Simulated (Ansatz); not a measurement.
# YbBi2IO4: the cost of one run

Computed with Ansatz 0.2.0, driven from Python. The levels of theory stand in the script.

**1. The structure**

Symmetry: P4/mmm, No. 123, tetragonal system. Conventional cell: a = 3.875 Å, b = 3.875 Å, c = 9.548 Å, α = 90.00°, β = 90.00°, γ = 90.00°. Around Yb (site symmetry 4/mmm) lie 8 O at 2.34 Å. Bi (site symmetry 4mm) is surrounded by 4 O at 2.25 Å. Around I (site symmetry 4/mmm) lie 8 Bi at 3.59 Å. O (site symmetry 2mm) has 2 Bi at 2.25 Å and 2 Yb at 2.34 Å in its first shell of neighbours.

The script holds or builds the structure itself.

**2. Script**

Input file lattice.py:

```python
"""How the lattice of YbBi2IO4 depends on the functional."""

import logging
import sys
import warnings

import ansatz as az
from ase import Atoms
import numpy as np

logging.basicConfig(stream=sys.stdout, format="%(name)s: %(message)s")
log = logging.getLogger("calc")
log.setLevel(logging.INFO)

def edges_and_angles(cell):
    cell = np.asarray(cell)
    a, b, c = np.linalg.norm(cell, axis=1)
    cosines = cell[1] @ cell[2] / (b * c), cell[0] @ cell[2] / (a * c), cell[0] @ cell[1] / (a * b)
    return (a, b, c, *np.degrees(np.arccos(cosines)))

warnings.simplefilter("ignore", az.DeckWarning)

atoms = Atoms(
    ["Yb", "Bi", "Bi", "I", "O", "O", "O", "O"],
    scaled_positions=[
        [0.0, 0.0, 0.0],
        [0.5, 0.5, 0.7429],
        [0.5, 0.5, 0.2571],
        [0.0, 0.0, 0.5],
        [0.5, 0.0, 0.862],
        [0.0, 0.5, 0.862],
        [0.5, 0.0, 0.138],
        [0.0, 0.5, 0.138],
    ],
    cell=[
        [3.875, 0.0, 0.0],
        [0.0, 3.875, 0.0],
        [0.0, 0.0, 9.548],
    ],
    pbc=True,
)
cell = az.Crystal.from_ase(atoms)

calc = cell.calculation()
calc = calc.kpoints(6, 6, 3)
calc = calc.occupations("cold", width=0.15)
calc = calc.relax(cell=True, force_tolerance=0.005)

levels = [("r2scan", "d4"), ("lda", "none"), ("pbesol", "d3bj")]
log.info("level            a       b       c    alpha   beta  gamma  V/atom  steps")
for name, dispersion in levels:
    seen = []
    run = calc.functional(name, dispersion=dispersion).session().plan()
    done = run.execute(on_event=lambda e: seen.append(e) if e["event"] == "relax_step" else None)
    cell = done.lattice.cell_ang
    label = name if dispersion == "none" else f"{name}+{dispersion}"
    print("{:13s} {:7.4f} {:7.4f} {:7.4f} {:6.2f} {:6.2f} {:6.2f}".format(label, *edges_and_angles(cell)), f"{abs(np.linalg.det(cell)) / len(done.lattice.sites):7.3f} {len(seen):5d}")
```

**3. What the engine is handed**

The engine receives this input (first run):

```yaml
crystal:
  lattice:
    - [3.875, 0.0, 0.0]
    - [0.0, 3.875, 0.0]
    - [0.0, 0.0, 9.548]
  atoms:
    - { symbol: Yb, position: [0.0, 0.0, 0.0] }
    - { symbol: Bi, position: [0.5, 0.5, 0.7429] }
    - { symbol: Bi, position: [0.5, 0.5, 0.2571] }
    - { symbol: I, position: [0.0, 0.0, 0.5] }
    - { symbol: O, position: [0.5, 0.0, 0.862] }
    - { symbol: O, position: [0.0, 0.5, 0.862] }
    - { symbol: O, position: [0.5, 0.0, 0.138] }
    - { symbol: O, position: [0.0, 0.5, 0.138] }
kpoints:
  mp_grid:
    grid: [6, 6, 3]
hamiltonian:
  xc: r2scan
  dispersion: d4
scf:
  occupations:
    method: cold
    width: 0.15
relax:
  f_tol: 0.005
  cell: {}
```

**4. Launch**

Command:

```sh
> python lattice.py
```

Q: Estimate wall time and peak memory on 1 thread of Arm Neoverse V1, shared host.

About 10 min, with a peak of 0.87 GiB.
